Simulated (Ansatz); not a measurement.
Geometry optimisation, DFT PBE-D3(BJ), scalar-relativistic, plane waves, PAW (Ansatz).

Input file:

```yaml
crystal:
  lattice:
    - [7.479512, 0.0, 0.0]
    - [0.0, 5.288813, 0.0]
    - [0.0, 0.0, 22.34939]
  atoms:
    - { symbol: Ca, position: [0.5, 0.0, 0.044744] }
    - { symbol: Ca, position: [0.25, 0.5, 0.1284097] }
    - { symbol: Ca, position: [0.75, 0.5, 0.1284097] }
    - { symbol: Mg, position: [0.0, 0.0, 0.044744] }
    - { symbol: Ca, position: [0.0, 0.0, 0.2120754] }
    - { symbol: Ca, position: [0.75, 0.5, 0.2957411] }
    - { symbol: Ca, position: [0.25, 0.5, 0.2957411] }
    - { symbol: Mg, position: [0.5, 0.0, 0.2120754] }
    - { symbol: Ca, position: [0.5, 0.0, 0.3794069] }
    - { symbol: Ca, position: [0.25, 0.5, 0.4630726] }
    - { symbol: Ca, position: [0.75, 0.5, 0.4630726] }
    - { symbol: Mg, position: [0.0, 0.0, 0.3794069] }
    - { symbol: K, position: [0.4054107, 0.1890291, 0.6116225] }
basis:
  ecutwfc: 420.0
kpoints:
  mp_grid: { grid: [2, 3, 1] }
hamiltonian:
  xc: pbe
  dispersion: d3bj
scf:
  occupations: { method: gaussian, width: 0.1 }
  lower_state_search: "off"
relax:
  f_tol: 0.03
  max_steps: 60
  adjacent_minimum: "off"
  constraints: [{ sites: [0, 3] }]
output:
  write_density: true
  write_potential: true
  elf: true
  volumetric_format: npy
```

Launched with:

```bash
$ ansatz run input.yaml --threads 2 --pin off --max-ram 5120MiB --backend cpu --events-out ev --progress --plain --runs-dir out
```

Where does it end, and by what steps?

It converged. The force dipped under the threshold on the way, but the program's further checks kept it going. Limits of this set-up: coarse k mesh, slab without dipole correction. After 10 steps the energy has fallen by 0.312 eV; K13 moved furthest, 1.46 Å.

```tsv
step	energy less start (eV)	largest force component (eV/Å)	accepted
0	0.0000	0.201	yes
1	-0.0745	0.198	yes
2	-0.1403	0.176	yes
3	-0.1916	0.151	yes
4	-0.2338	0.117	yes
5	-0.2673	0.077	yes
6	-0.2916	0.041	yes
7	-0.3080	0.039	yes
8	-0.3075	0.072	no
9	-0.3107	0.023	yes
10	-0.3119	0.006	yes
```

```xyz
13
Lattice="7.4795 0.0000 0.0000 0.0000 5.2888 0.0000 0.0000 0.0000 22.3494" Properties=species:S:1:pos:R:3
Ca 3.740 0.000 1.000
Ca 1.801 2.645 2.581
Ca 5.599 2.645 2.741
Mg 0.000 0.000 1.000
Ca 0.021 0.002 4.511
Ca 5.729 2.646 6.455
Ca 1.984 2.645 6.218
Mg 3.784 0.001 4.459
Ca 3.748 0.002 8.115
Ca 1.727 2.648 9.830
Ca 5.529 2.645 10.138
Mg -0.008 0.003 8.171
K 3.207 0.003 12.620
```

Whether the end is a true minimum wasn't checked by a vibrational analysis.

Run time: 2.3 min on 2 threads of Arm Neoverse V1, on a shared host, peak memory 1.2 GiB.
